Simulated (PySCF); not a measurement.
# Silicon: the same states on changed settings

One table from this session's results is given with a row withheld; the runs are named, their logs left out.

The numbers are computed with PySCF 2.14.0 (unrestricted determinants in a Gaussian basis, no spin-orbit coupling in the energies), except any that are marked as measured or tabulated.

## The system

| Property | Result |
| --- | --- |
| Element | silicon (Z = 14) |
| Basis | jorge-DZP-DKH |
| Hamiltonian | the spin-free X2C one-electron Hamiltonian (Gaussian nucleus) |
| State 1 | Si: [Ne] 3s2 3p2, high-spin 3P determinant |
| State 2 | Si⁺: [Ne] 3s2 3p1, 2P determinant |
| Methods | MP2, CCSD(T) |
| Core shells frozen in the correlated runs | all electrons: nothing (for Si) |

Outer shells as boxes (Hund's rule):

Si [Ne] 3s2 3p2
```
[Ne] core
3s [↑↓]
3p [↑ ][↑ ][  ]
```

Si+ [Ne] 3s2 3p1
```
[Ne] core
3s [↑↓]
3p [↑ ][  ][  ]
```

The sound run (jorge-DZP-DKH, the spin-free X2C one-electron Hamiltonian (Gaussian nucleus), symmetry-adapted start, fine grid, valence correlation) gave:

```csv
species,method,energy (hartree)
Si,UHF,-289.44986
Si,LDA,-288.80556
Si,TPSS,-289.99363
Si,MP2 (valence),-289.49563
Si,CCSD(T) (valence),-289.51556
Si⁺,UHF,-289.16977
Si⁺,LDA,-288.50378
Si⁺,TPSS,-289.69285
Si⁺,MP2 (valence),-289.20512
Si⁺,CCSD(T) (valence),-289.22392
```

One driver process ran all states and methods and kept the integrals in memory. Each run is shown as a PySCF script that sums up its settings (the driver passes frozen orbitals as a list and adds second-order terms of double hybrids); the logs are those of the runs themselves. The driver starts from symmetry-adapted Hartree-Fock orbitals, holds the occupation by maximum overlap and uses a logarithmic radial grid for functionals, so a plain start would take other cycles.

The first run:

The driver's launch:

```console
> OMP_NUM_THREADS=1 python atomrun2.py TASK.json OUT
```

Contents of input.py:

```python
from pyscf import gto, scf, dft, mp, cc
import basis_set_exchange as bse
mol = gto.M(atom="Si 0 0 0", charge=0, spin=2, symmetry="D2h",
            basis=gto.basis.parse(bse.get_basis("jorge-DZP-DKH", elements=["Si"], fmt="nwchem", header=False)),
            nucmod="G")
mf = scf.UHF(mol).sfx2c1e()
mf.irrep_nelec = {'Ag': (3, 3), 'B1u': (2, 1), 'B2u': (2, 1), 'B3u': (1, 1)}
mf.kernel()
mp.UMP2(mf, frozen=0).kernel()
```

Contents of input.py:

```python
from pyscf import gto, scf, dft, mp, cc
import basis_set_exchange as bse
mol = gto.M(atom="Si 0 0 0", charge=0, spin=2, symmetry="D2h",
            basis=gto.basis.parse(bse.get_basis("jorge-DZP-DKH", elements=["Si"], fmt="nwchem", header=False)),
            nucmod="G")
mf = scf.UHF(mol).sfx2c1e()
mf.irrep_nelec = {'Ag': (3, 3), 'B1u': (2, 1), 'B2u': (2, 1), 'B3u': (1, 1)}
mf.kernel()
mycc = cc.CCSD(mf, frozen=0).run()
mycc.ccsd_t()
```

Steps of the session up to this table: Changed run, Si; Changed run, Si⁺.

One table of the session follows, with a row left open; its other results are not shown here.

Ionisation energy of Si:

```
 method  sound run (eV)
    UHF           7.621
    MP2           7.905
SCS-MP2           7.832
   CCSD           7.925
CCSD(T)               ?
```

**Question.** Estimate the row for CCSD(T).

As computed: sound run (eV): 7.936. In the column «sound run (eV)» it is the highest.
